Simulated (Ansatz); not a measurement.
# C (Carbon): the cost of one run

Computed with Ansatz 0.2.0 (DFT PBE, scalar-relativistic, plane waves, PAW, unless a step's input says otherwise).

A COD entry behind a cell of this session may itself be a prediction, so a difference from it is no test against experiment.

1 further run of the same task is left out (set aside as unsound or not needed).

## 1. The system as given

It takes space group P6_3/mmc (No. 194, hexagonal). Conventional cell: a = 2.512 Å, b = 2.512 Å, c = 4.180 Å, α = 90.00°, β = 90.00°, γ = 120.00°. C (site symmetry 3m) has 4 C at 1.54 to 1.57 Å as nearest neighbours.

As a file:

```cif
data_structure
_symmetry_space_group_name_H-M 'P 1'
_symmetry_Int_Tables_number 1
_cell_length_a 2.5116
_cell_length_b 2.5116
_cell_length_c 4.1804
_cell_angle_alpha 90.000
_cell_angle_beta 90.000
_cell_angle_gamma 120.000
_cell_volume 22.84
loop_
_atom_site_label
_atom_site_type_symbol
_atom_site_fract_x
_atom_site_fract_y
_atom_site_fract_z
_atom_site_occupancy
C1 C 0.33333 0.66667 0.06273 1
C2 C 0.66667 0.33333 0.56273 1
C3 C 0.33333 0.66667 0.43727 1
C4 C 0.66667 0.33333 0.93727 1
```

It is the result of an earlier relaxation at this level (volume 5.71 Å³/atom; gap on the mesh: 3.35 eV).

## 2. Band edges and mean potential of the bulk

File input.yaml:

```yaml
crystal:
  lattice:
    - [2.5115635428, 0.0, 0.0]
    - [-1.2557817714, 2.1750778313, 0.0]
    - [0.0, 0.0, 4.1803568012]
  atoms:
    - { symbol: C, position: [0.3333333333, 0.6666666667, 0.0627318022] }
    - { symbol: C, position: [0.6666666667, 0.3333333333, 0.5627318022] }
    - { symbol: C, position: [0.3333333333, 0.6666666667, 0.4372681978] }
    - { symbol: C, position: [0.6666666667, 0.3333333333, 0.9372681978] }
basis:
  ecutwfc: 420
kpoints:
  mp_grid: { grid: [12, 12, 6] }
  band_path: { path: [VBM, CBM], npoints: 2 }
hamiltonian:
  xc: pbe
scf:
  occupations: { method: gaussian, width: 0.02 }
output:
  forces: true
  stress: true
  eigenvalues: true
```

Launch:

```console
ansatz run input.yaml --threads 1 --pin off --max-ram 2560MiB --backend cpu --events-out ev --progress --plain --runs-dir out
```

**Question.** How long does this run take on 1 thread of Intel Xeon Platinum 8259CL at 2.50GHz (Skylake/Cascade Lake), shared host, and how much memory does it need?

About 2.4 s, with a peak of 0.34 GiB.
